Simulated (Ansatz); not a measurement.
# TaRu: pressure against volume, part 2 of 2

How stiff is TaRu, and at what volume does the pressure vanish? The cell is scaled evenly, atoms carried along, and solved with LAPW, PAW and all-electron datasets made for the crystal.

Ansatz 0.2.0; DFT LDA; a database cell (COD). «Crystal datasets» are all-electron PAW datasets made for this crystal. The steps go on from the part before.

### 10 Volume × 1.01, crystal datasets

Input file input.yaml:

```yaml
crystal:
  lattice:
    - [3.0631429316, 0.0, 0.0]
    - [0.0, 3.0631429316, 0.0]
    - [0.0, 0.0, 3.4002592189]
  atoms:
    - { symbol: Ta, position: [0.5, 0.5, 0.5] }
    - { symbol: Ru, position: [0.0, 0.0, 0.0] }
kpoints:
  mp_grid: { grid: [11, 11, 10] }
scf:
  occupations: { method: fermi_dirac, width: 0.05 }
hamiltonian:
  xc: lda
  pseudopotentials: { kind: all_electron, datasets: crystal }
output:
  forces: true
  stress: true
  eigenvalues: true
  efg: { contact_densities: true }
```

The run is started by

```console
> ansatz run input.yaml --threads 1 --pin off --max-ram 3072MiB --backend cpu --events-out ev --progress --plain --runs-dir out
```

What it wrote, cut to the lines that bear on the results:

```text
[...]
band count auto-derived: 21 (N_el = 29.0; filled up to band 15; 19 by the electrons, moments and atoms)
Ru, Ta: output.efg is read without spin–orbit coupling, which moves field gradients at and beside such atoms by some per cent and up to a factor of two; PAW files take it under magnetization.noncollinear and magnetization.spin_orbit
[...]
Pseudopotentials: kind: all_electron
Pseudopotential: Ta, paw, valence charge 27, recommended cutoff 260 eV (normal), Koelling and Harmon's equation, gaussian nucleus
Pseudopotential: Ru, paw, valence charge 16, recommended cutoff 260 eV (normal), Koelling and Harmon's equation, gaussian nucleus
Functional definition: SPW92
[...]
Crystal: 2 atoms, lattice volume = 31.904 Å³
Basis set: ecut = 260 eV, 281 PW (Γ)
Bands: 21, of which v1, the nominal top of the filled ones, is band 15 counted from 1 (14 counted from 0)
[...]
--- Stress (GPa, compression-positive) ---
      -13.118842      -0.000000       0.000000
       -0.000000     -13.118842      -0.000000
        0.000000      -0.000000     -11.718777
  P = ⅓ Tr σ = -12.6522 GPa (-126.522 kbar)
  It holds what live shells' own plane waves past their cutoff add
--- PAW observables at the nuclei: V_zz in 10²¹ V/m², potentials from the cell's mean, atoms counted from 1 ---
  atom   1  Ta V_zz =    +1.660176   η = 0.0000   by run symmetry: allowed
            electrostatic potential = -14495.258435 V   contact ρ = 8119651.131917 e/Å³
  atom   2  Ru V_zz =    +1.682318   η = 0.0000   by run symmetry: allowed
            electrostatic potential = -6801.442538 V   contact ρ = 716506.309688 e/Å³
--- Band table (eV; the first three rows and the last of 126) ---
  k-point 0: bands = ["-47.4465", "-43.0777", "-17.5045", "-17.4649", "-17.4649", "-9.5046", "-9.3695", "-9.3695", "16.6952", "19.5313", "19.7410", "22.9658", "22.9658", "23.8108", "25.7176", "27.0404", "29.5335", "29.6564", "29.6564"]
[...]
```

Wall time 34 s (1 thread of Arm Neoverse V2, shared host); peak memory 1 GiB.

Read from it: pressure -12.65 GPa; no gap; Vzz Ta1 1.66 (η = 0.00), Ru2 1.68 (η = 0.00) (10²¹ V/m²).

### 11 Volume × 1.04, LAPW

Input file input.yaml:

```yaml
crystal:
  lattice:
    - [3.0931756599, 0.0, 0.0]
    - [0.0, 3.0931756599, 0.0]
    - [0.0, 0.0, 3.4335972196]
  atoms:
    - { symbol: Ta, position: [0.5, 0.5, 0.5] }
    - { symbol: Ru, position: [0.0, 0.0, 0.0] }
kpoints:
  mp_grid: { grid: [11, 11, 10] }
  band_path:
    path:
      - [0.0, 0.0, 0.0]
      - [0.0, 0.5, 0.0]
      - [0.5, 0.5, 0.0]
      - [0.0, 0.0, 0.0]
      - [0.0, 0.0, 0.5]
      - [0.0, 0.5, 0.5]
      - [0.5, 0.5, 0.5]
      - [0.0, 0.0, 0.5]
      - [0.0, 0.5, 0.0]
    npoints: 5
scf:
  occupations: { method: fermi_dirac, width: 0.05 }
hamiltonian:
  xc: lda
  pseudopotentials: { kind: all_electron, lapw: { basis_error: 0.0005 } }
output:
  forces: true
  stress: true
  eigenvalues: true
```

The run is started by

```console
> ansatz run input.yaml --threads 1 --pin off --max-ram 3072MiB --backend cpu --events-out ev --progress --plain --runs-dir out
```

What it wrote, cut to the lines that bear on the results:

```text
LAPW: plane waves up to 8.667 Å⁻¹, error target 5.0e-4 eV per atom; small_component_spin mean_spin; Ru in spheres of 1.356 Å, 26 of its electrons in bands, Dirac shells []; Ta in spheres of 1.424 Å, 43 of its electrons in bands, Dirac shells []
[...]
[... 2 set-up lines as earlier in the session ...]
Pseudopotential: Ru, LAPW, valence charge 26, Koelling and Harmon's equation, gaussian nucleus
[... 1 set-up line as earlier in the session ...]
[...]
Crystal: 2 atoms, lattice volume = 32.852 Å³
Basis set: ecut = 286.19995395283865 eV, 381 PW (Γ), exchange–correlation at level 2
Bands: 42, of which v1, the nominal top of the filled ones, is band 35 counted from 1 (34 counted from 0)
[... 2 set-up lines as earlier in the session ...]
k-points: 126 of 1210
[...]
the basis was enlarged: its passes take 547.8 KiB over the memory plan, 1 of 1 planned eigensolver slots
[...]
SCF iter  12: F=-547494.973481 eV  HF=-547494.973481 eV  |F-HF|=3.59e-8  |Δ(HF+E_count)|=   1.34e-8  Δρ=7.86e-6  dr2=3.54e-8  ethr=2.83e-10  ⟨swp⟩=2.0  Hψ=15642  notcnv=0
[...]
NSCF: frozen V_eff on 41 k-points
SCF converged after 12 iterations
Free energy (F): -547494.973481 eV
[...]
E sigma→0 (E₀):  -547494.963472 eV
Entropy (-TS):   -0.020018 eV (-10.009 meV/atom)
Fermi energy:    24.446816 eV
[...]
--- Forces (eV/Å), atoms counted from 1 ---
  atom   1  Ta     0.00000000     0.00000000     0.00000000
  atom   2  Ru    -0.00000000     0.00000000     0.00000000
[...]
--- Stress (GPa, compression-positive) ---
      -19.525348       0.000000       0.000000
        0.000000     -19.525348       0.000000
        0.000000       0.000000     -17.794373
  P = ⅓ Tr σ = -18.9484 GPa (-189.484 kbar)
--- Band table (eV; the first three rows and the last of 126) ---
[...]
```

Run time: 72 s. Hardware: 1 thread of Arm Neoverse V2, shared host; peak memory 0.7 GiB.

Result: pressure -18.95 GPa; no gap.

### 12 Volume × 1.04, PAW

Input file input.yaml:

```yaml
crystal:
  lattice:
    - [3.0931756599, 0.0, 0.0]
    - [0.0, 3.0931756599, 0.0]
    - [0.0, 0.0, 3.4335972196]
  atoms:
    - { symbol: Ta, position: [0.5, 0.5, 0.5] }
    - { symbol: Ru, position: [0.0, 0.0, 0.0] }
kpoints:
  mp_grid: { grid: [11, 11, 10] }
scf:
  occupations: { method: fermi_dirac, width: 0.05 }
hamiltonian:
  xc: lda
  pseudopotentials: { kind: paw }
output:
  forces: true
  stress: true
  eigenvalues: true
  efg: { contact_densities: true }
```

The run is started by

```console
> ansatz run input.yaml --threads 1 --pin off --max-ram 3072MiB --backend cpu --events-out ev --progress --plain --runs-dir out
```

What it wrote, cut to the lines that bear on the results:

```text
Ru, Ta: output.efg is read without spin–orbit coupling, which moves field gradients at and beside such atoms by some per cent and up to a factor of two; PAW files take it under magnetization.noncollinear and magnetization.spin_orbit
[...]
[... 4 set-up lines as earlier in the session ...]
[...]
Crystal: 2 atoms, lattice volume = 32.852 Å³
Basis set: ecut = 420 eV, 643 PW (Γ)
Bands: 19, of which v1, the nominal top of the filled ones, is band 15 counted from 1 (14 counted from 0)
[... 2 set-up lines as earlier in the session ...]
k-points: 126 of 1210
[...]
  atom   2  Ru    -0.00000000    -0.00000000     0.00000000
[...]
--- Stress (GPa, compression-positive) ---
      -19.667141       0.000000       0.000000
        0.000000     -19.667141       0.000000
        0.000000       0.000000     -17.964202
  P = ⅓ Tr σ = -19.0995 GPa (-190.995 kbar)
--- PAW observables at the nuclei: V_zz in 10²¹ V/m², potentials from the cell's mean, atoms counted from 1 ---
  atom   1  Ta V_zz =    +1.923466   η = 0.0000   by run symmetry: allowed
            electrostatic potential = -14500.219298 V   contact ρ = 8123777.327505 e/Å³
  atom   2  Ru V_zz =    +1.002725   η = 0.0000   by run symmetry: allowed
            electrostatic potential = -6804.439574 V   contact ρ = 716484.274463 e/Å³
--- Band table (eV; the first three rows and the last of 126) ---
  k-point 0: bands = ["-52.5853", "-48.3059", "-22.6214", "-22.5964", "-22.5964", "-14.7143", "-14.5879", "-14.5879", "11.6970", "14.6127", "14.8100", "17.9047", "17.9047", "18.7115", "20.5560", "21.8226", "24.2136", "24.3284", "24.3284"]
[...]
```

Run time: 5.2 s. Hardware: 1 thread of Arm Neoverse V2, shared host; peak memory 0.4 GiB.

Read from it: pressure -19.10 GPa; no gap; Vzz Ta1 1.92 (η = 0.00), Ru2 1.00 (η = 0.00) (10²¹ V/m²).

### 13 Volume × 1.04, crystal datasets

Changes to input.yaml since step 12:

```diff
@@ -14,3 +14,3 @@
   xc: lda
-  pseudopotentials: { kind: paw }
+  pseudopotentials: { kind: all_electron, datasets: crystal }
 output:
```

The run is started by

```console
> ansatz run input.yaml --threads 1 --pin off --max-ram 3072MiB --backend cpu --events-out ev --progress --plain --runs-dir out
```

What it wrote, cut to the lines that bear on the results:

```text
[...]
band count auto-derived: 21 (N_el = 29.0; filled up to band 15; 19 by the electrons, moments and atoms)
Ru, Ta: output.efg is read without spin–orbit coupling, which moves field gradients at and beside such atoms by some per cent and up to a factor of two; PAW files take it under magnetization.noncollinear and magnetization.spin_orbit
[...]
[... 4 set-up lines as earlier in the session ...]
[...]
Crystal: 2 atoms, lattice volume = 32.852 Å³
Basis set: ecut = 260 eV, 305 PW (Γ)
Bands: 21, of which v1, the nominal top of the filled ones, is band 15 counted from 1 (14 counted from 0)
[...]
--- Stress (GPa, compression-positive) ---
      -19.526332       0.000000       0.000000
        0.000000     -19.526332       0.000000
        0.000000       0.000000     -17.794358
  P = ⅓ Tr σ = -18.9490 GPa (-189.490 kbar)
  It holds what live shells' own plane waves past their cutoff add
--- PAW observables at the nuclei: V_zz in 10²¹ V/m², potentials from the cell's mean, atoms counted from 1 ---
  atom   1  Ta V_zz =    +1.849057   η = 0.0000   by run symmetry: allowed
            electrostatic potential = -14494.324443 V   contact ρ = 8119645.136205 e/Å³
  atom   2  Ru V_zz =    +1.060994   η = 0.0000   by run symmetry: allowed
            electrostatic potential = -6800.598272 V   contact ρ = 716504.046164 e/Å³
--- Band table (eV; the first three rows and the last of 126) ---
  k-point 0: bands = ["-48.2458", "-43.9804", "-18.2891", "-18.2636", "-18.2636", "-10.3973", "-10.2718", "-10.2718", "16.0073", "18.9236", "19.1209", "22.2160", "22.2160", "23.0231", "24.8696", "26.1371", "28.5285", "28.6437", "28.6437"]
[...]
```

Run time: 34 s. Hardware: 1 thread of Arm Neoverse V2, shared host; peak memory 1 GiB.

In short: pressure -18.95 GPa; no gap; Vzz Ta1 1.85 (η = 0.00), Ru2 1.06 (η = 0.00) (10²¹ V/m²).

### 14 All volumes together

```
          method  volume (Å³/atom)  F above the lowest (meV/atom)  pressure (GPa)  Vzz Ta1 (10²¹ V/m²)  Vzz Ru2 (10²¹ V/m²)
            LAPW            14.846                            2.1            6.75                    –                    –
            LAPW            15.478                            0.0           -5.23                    –                    –
            LAPW            15.952                           26.7          -12.65                    –                    –
            LAPW            16.426                           73.7          -18.95                    –                    –
             PAW            14.846                            1.8            6.68                 1.10                 3.09
             PAW            15.478                            0.0           -5.34                 1.51                 2.23
             PAW            15.952                           27.1          -12.79                 1.73                 1.60
             PAW            16.426                           74.5          -19.10                 1.92                 1.00
crystal datasets            14.846                              –            6.75                 1.06                 3.22
crystal datasets            15.478                              –           -5.23                 1.45                 2.33
crystal datasets            15.952                              –          -12.65                 1.66                 1.68
crystal datasets            16.426                              –          -18.95                 1.85                 1.06
```

### 15 What came out

The summary covers parts 1 to 2.

| quantity | value |
| --- | --- |
| equilibrium volume (LAPW) | 15.185 Å³/atom |
| bulk modulus (LAPW) | 285 GPa |
| its pressure derivative (LAPW) | 4.3 |
| equilibrium volume (PAW) | 15.180 Å³/atom |
| bulk modulus (PAW) | 287 GPa |
| its pressure derivative (PAW) | 4.3 |
| equilibrium volume (crystal datasets) | 15.185 Å³/atom |
| bulk modulus (crystal datasets) | 285 GPa |
| its pressure derivative (crystal datasets) | 4.3 |

By LAPW, the pressure vanishes at 15.19 Å³/atom (-3.9 % from the starting cell) and the bulk modulus there is 285 GPa (Birch-Murnaghan, third order). Shape and positions are held, so a fully relaxed modulus can be lower. PAW's volume lies -0.03 % and its modulus +0.5 % from LAPW's. No thermal or zero-point expansion is included. Spin-orbit coupling is left out, though the cell holds Ta; in elements this heavy it can shift bands and gaps by tenths of an eV.
